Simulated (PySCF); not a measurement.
# C5H7BrCl2: magnetic properties

Aim: compute the magnetic properties of C5H7BrCl2 (`C/C(=C/C(Cl)Cl)CBr`).

Computed with PySCF 2.14.0 and routines of our own; the level stands in each step. Atoms count from 0.

### Step 1. The starting structure

15 atoms, charge 0, multiplicity 1; geometry from: GFN2-xTB.

### Step 2. Magnetic properties: GIAO B3LYP/pcSseg-1

What the job is given:

```
{"job": {"kind": "mag", "xc": "B3LYP", "basis": "pcSseg-1", "isotopologues": 2}, "charge": 0, "multiplicity": 1}
C     -1.673706    -1.091452    -0.172606
C     -0.464031    -0.216318    -0.109013
C      0.736291    -0.685460     0.231062
C      1.958622     0.150472     0.361932
Cl     2.622595     0.537859    -1.273250
Cl     3.206871    -0.693008     1.297105
C     -0.698583     1.226830    -0.412769
Br    -0.873485     2.261550     1.257661
H     -1.432931    -2.116067     0.094111
H     -2.098484    -1.077788    -1.176054
H     -2.432998    -0.718463     0.515206
H      0.869879    -1.740234     0.416874
H      1.782323     1.110351     0.852629
H     -1.634264     1.380277    -0.946693
H      0.127487     1.679440    -0.958107
```

With the program's defaults for keys left out, this is: GIAO B3LYP/pcSseg-1 magnetisability, rotational g tensor and spin-rotation constants, non-relativistic, gas phase.

Launch:

```sh
> OMP_NUM_THREADS=1 python excited_run.py task.json out
```

This one command runs all jobs of the session in turn.

The program printed:

```text
coarse grid: 63168 points
cycle   1  E = -3688.9502676532  dE = -3.533e-01  |g| = 8.403e-01  |ddm| = 3.730e+00
cycle   2  E = -3688.9093659489  dE =  4.090e-02  |g| = 7.428e-01  |ddm| = 1.077e+00
cycle   3  E = -3688.9962217869  dE = -8.686e-02  |g| = 2.677e-01  |ddm| = 8.586e-01
cycle   4  E = -3689.0121270678  dE = -1.591e-02  |g| = 8.428e-02  |ddm| = 3.174e-01
cycle   5  E = -3689.0136341175  dE = -1.507e-03  |g| = 2.515e-02  |ddm| = 9.809e-02
cycle   6  E = -3689.0137816812  dE = -1.476e-04  |g| = 6.404e-03  |ddm| = 2.480e-02
cycle   7  E = -3689.0137913612  dE = -9.680e-06  |g| = 1.841e-03  |ddm| = 8.690e-03
final grid: 130216 points
cycle   8  E = -3689.0138497903  dE =  1.410e-06  |g| = 2.997e-03  |ddm| = 6.124e-03
cycle   9  E = -3689.0138451496  dE =  4.641e-06  |g| = 5.185e-03  |ddm| = 9.147e-03
cycle  10  E = -3689.0138521916  dE = -7.042e-06  |g| = 4.540e-04  |ddm| = 5.506e-03
cycle  11  E = -3689.0138522424  dE = -5.080e-08  |g| = 8.859e-05  |ddm| = 5.031e-04
cycle  12  E = -3689.0138522441  dE = -1.692e-09  |g| = 2.208e-05  |ddm| = 9.601e-05
cycle  13  E = -3689.0138522442  dE = -1.219e-10  |g| = 1.852e-06  |ddm| = 2.152e-05
converged SCF energy = -3689.0138522442

Magnetisability tensor (1e-30 J/T^2)
    -1770.62       19.64        9.58
       19.64    -1715.92        1.94
        9.58        1.94    -2031.13
isotropic -1839.22   principal values   -2031.49  -1776.65  -1709.53
isotropic susceptibility -110.761 1e-6 cm^3/mol

Inertial axes            a          b          c
rot. const./GHz      1.2777     0.4907     0.4592
chi total          -107.541   -107.992   -116.749
chi diamagnetic   -1041.718  -2248.879  -2444.107
chi paramagnetic    934.177   2140.887   2327.358
quadrupole/D A       -8.463      7.599      0.864
g nuclear            0.5476     0.4864     0.4982
g electronic        -0.5608    -0.4935    -0.5021
g total             -0.0132    -0.0071    -0.0039

Spin-rotation constants (kHz, H = +C I.J)
atom  isotope        aa         bb         cc
  4   35Cl        0.512      0.227      0.057
  5   35Cl        0.315      0.207      0.105
  7   79Br        2.348      0.588      0.652
  8     1H       -0.086     -0.040     -0.022
  9     1H       -0.144     -0.020     -0.019
 10     1H        0.003     -0.051     -0.039
 11     1H       -0.066     -0.021     -0.013
 12     1H       -0.040      0.012     -0.048
 13     1H       -0.029     -0.033     -0.038
 14     1H       -0.071     -0.040     -0.006
  0    13C*       0.217      0.073      0.075
  1    13C*       0.439      0.203      0.140
  2    13C*       0.401      0.197      0.143
  3    13C*       0.303      0.141      0.101
  6    13C*       0.259      0.088      0.081
* in the singly substituted isotopologue

Isotopologues: g along a, b, c
2H    at 8,9,10,11,12,1    -0.0120    -0.0073    -0.0036
13C   at 0                 -0.0129    -0.0072    -0.0038
```

It took 76 s on 1 thread of Intel Xeon Platinum 8375C at 2.90GHz, shared host; peak memory 0.97 GiB.

From this job:

| quantity | value |
| --- | --- |
| magnetisability | -1839·10⁻³⁰ J/T² |
| molar susceptibility | -110.8·10⁻⁶ cm³/mol |
| rotational g (a, b, c) | -0.0132, -0.0071, -0.0039 |

Orbitals, density, ELF and potential are computed afterwards from the orbital file.

Frontier orbitals at B3LYP/pcSseg-1, with the share of their density that lies nearest to each atom:

| orbital | energy (eV) | lies on |
| --- | --- | --- |
| HOMO | -7.41 | C1, C2 about 25 % each; Br7 24 %; Cl4 11 % |
| LUMO | -1.77 | Br7 21 %; C1, C2 about 18 % each; C6 11 % |

ELF in a plane through or near 7 of the atoms.

Ten even steps from ' ' (0.00) to '@' (1.00):
```
                                                        
                                                        
                                                        
            ....        ..        ..::                  
        ::++**++::    @@@@##..  ++@@@@@@::              
      ::++##%%%%==  --@@@@@@==  %%@@@@@@==              
    ::++%%@@%%%%++  ==@@@@@@==  **@@@@%%::              
    --##%%%%####==..==##++++--..==##==++::..            
    --**%%%%######**%%--##++##++%%--##==++..            
    ..--==--::++::**####++%%==######==**==..            
              ====::++--::====::**--::::::              
              ::**##==    ++##%%**::                    
                ::==..  --**--====%%##::                
                        ++##++..##@@@@##..              
                        ..------==++++--                
                                                        
                                                        
                                                        
                                                        
                                                        
```
The map spans 11.6 Å across and 9.5 Å up, centred on the molecule. Atoms in the plane (x, y in Å): C0 (1.8, 0.8), C1 (0.5, 0.1), C2 (-0.7, 0.8), C3 (-2.0, 0.2), C6 (0.6, -1.4), H8 (1.7, 1.9), H11 (-0.7, 1.9).

log10 of the density (e/Å³) in the same plane.

Ten even steps from '0' (-4.0) to '9' (1.9):
```
0000000000000000000000000000
0000000000000000000000000000
0000111111111110111100000000
0001223322222222222211000000
0123344443344433444432100000
0134455544456544566543210000
1234566655567654567653210000
1234667665677665677654320000
1234566666679776679764321000
0234455679767779766654321000
0123445677666677665544310000
0012334566545667654432210000
0001233455445678765432100000
0000123344445677765431000000
0000011222345556555421000000
0000000011234444443320000000
0000000000123333332100000000
0000000000012233221000000000
0000000000001111100000000000
0000000000000000000000000000
```
The map spans 11.6 Å across and 9.5 Å up, centred on the molecule. Atoms in the plane (x, y in Å): C0 (1.8, 0.8), C1 (0.5, 0.1), C2 (-0.7, 0.8), C3 (-2.0, 0.2), C6 (0.6, -1.4), H8 (1.7, 1.9), H11 (-0.7, 1.9).

On the surface of density 0.002 e/bohr³ the electrostatic potential runs, from the 1st to the 99th percentile, from -0.63 V near Cl4 to 1.26 V near H13.

### Step 3. Results

| quantity | value |
| --- | --- |
| magnetisability (step 2, GIAO B3LYP/pcSseg-1) | -1839·10⁻³⁰ J/T² |
| molar susceptibility (step 2, GIAO B3LYP/pcSseg-1) | -110.8·10⁻⁶ cm³/mol |
| rotational g (a, b, c) (step 2, GIAO B3LYP/pcSseg-1) | -0.0132, -0.0071, -0.0039 |
| surface potential, 1st and 99th percentile | -0.63 V and 1.26 V |

What this shows: Steps that list no spin-orbit terms leave them out, which matters at and beside the heavy atoms. By nearest atom (B3LYP/pcSseg-1), the HOMO sits on C1, C2 about 25 % each; Br7 24 % and the LUMO on Br7 21 %; C1, C2 about 18 % each. Vibrational averaging and real surroundings are missing from these values.
